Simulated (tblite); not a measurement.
# B2H6O6: the cost of one run

Computed with tblite 0.8.0 and PySCF 2.14.0; each step states its level. No surroundings beyond the atoms listed, unless a continuum is named. Atoms count from 0, parts from 1.

### 1 The system as given

14 atoms, charge 0, multiplicity 1; geometry: distance geometry start.

### 2 Geometry optimisation with GFN2-xTB

The job: settings as JSON, then the geometry in Å.

```
{"job": {"kind": "relax", "xc": "GFN2-xTB", "basis": "xTB"}, "charge": 0, "multiplicity": 1}
O     -0.299475    -0.188618    -1.726408
B     -0.429029    -1.018839    -0.512433
O      0.078651    -2.424478    -0.603142
O     -0.199273    -0.329163     0.797348
B      1.129404     0.407499     0.940161
O      1.154553     1.190380     2.200689
O      2.221302    -0.605227     0.954347
O      1.286639     1.311351    -0.205589
H      0.543444     0.178010    -2.075109
H      0.614898    -2.767003    -1.358265
H     -0.497155    -0.791403     1.588078
H      0.354096     1.498821     2.676599
H      2.372357    -1.301519     0.271045
H      2.130072     1.530679    -0.659824
```

Method: GFN2-xTB geometry optimisation, gas phase.

Started as:

```console
$ OMP_NUM_THREADS=1 python cluster_run.py task.json out
```

The driver reads the jobs from task.json and runs them one after another.

Q: Estimate the wall time of this first job on 1 thread of Intel Xeon Platinum 8259CL at 2.50GHz, shared host.

About 19 s.
